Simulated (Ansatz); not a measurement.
**CH₄BFO: basis-set convergence**

One table from this session's results is given with a row withheld; the runs are named, their logs left out.

Computed with Ansatz 0.2.0, Gaussian basis. Level: one geometry, several basis sets.

Levels to be run: PBE0-D4/def2-SVP; ωB97M-V/def2-SVP; PBE0-D4/def2-QZVPP; ωB97M-V/def2-QZVPP; the functionals' def2-TZVPP values are taken from earlier runs.

**The relaxed structure**

The geometry comes from an earlier relaxation with PBE0-D4 in a triple-zeta def2 set; it is a stationary point, not always the lowest conformer.

8 atoms, charge 0, spin multiplicity 1.

Atoms are counted from 1 here; the program's logs count them from 0.

Bond lengths: C1–B2 1.558 Å, C1–H5 1.094 Å, C1–H6 1.090 Å, C1–H7 1.094 Å, B2–O3 1.353 Å, B2–F4 1.343 Å, O3–H8 0.962 Å. Angles: B2–C1–H5 110.2°, B2–C1–H6 112.6°, B2–C1–H7 110.2°, H5–C1–H6 108.7°, H5–C1–H7 106.1°, H6–C1–H7 108.7°, C1–B2–O3 122.1°, C1–B2–F4 119.9°, O3–B2–F4 118.0°, B2–O3–H8 112.8°.

Set-up of the first run:

in.yaml reads:

```yaml
crystal:
  periodic: [false, false, false]
  atoms:
    - {symbol: C, position_ang: [-0.375618, 0.897538, -0.278295]}
    - {symbol: B, position_ang: [0.324598, -0.465724, 0.003717]}
    - {symbol: O, position_ang: [-0.051044, -1.270284, 1.024668]}
    - {symbol: F, position_ang: [1.335696, -0.873319, -0.779913]}
    - {symbol: H, position_ang: [-0.786346, 0.909666, -1.292364]}
    - {symbol: H, position_ang: [-1.178813, 1.108959, 0.426877]}
    - {symbol: H, position_ang: [0.352652, 1.713034, -0.235522]}
    - {symbol: H, position_ang: [0.470975, -2.076970, 1.075031]}
basis:
  gaussian: {orbitals: def2-SVP}
hamiltonian: {xc: pbe0, dispersion: d4}
output: {orbitals: {seedname: orbitals}}
```

Steps of the session up to this table: PBE0-D4 in def2-SVP; ωB97M-V in def2-SVP; PBE0-D4 in def2-QZVPP; ωB97M-V in def2-QZVPP.

One table of the session follows, with a row left open; its other results are not shown here.

It belongs to the step «Density functionals: the series». 

```
functional       basis  HOMO (eV)  LUMO (eV)
   PBE0-D4    def2-SVP          ?          ?
   PBE0-D4  def2-TZVPP      -9.89       0.76
   PBE0-D4  def2-QZVPP      -9.92       0.42
   ωB97M-V    def2-SVP     -12.11       3.31
   ωB97M-V  def2-TZVPP     -12.27       2.01
   ωB97M-V  def2-QZVPP     -12.30       1.47
```

Estimate the missing values for PBE0-D4, def2-SVP.

The run gave: HOMO (eV): -9.75; LUMO (eV): 1.26. In the column «HOMO (eV)» it is the highest.
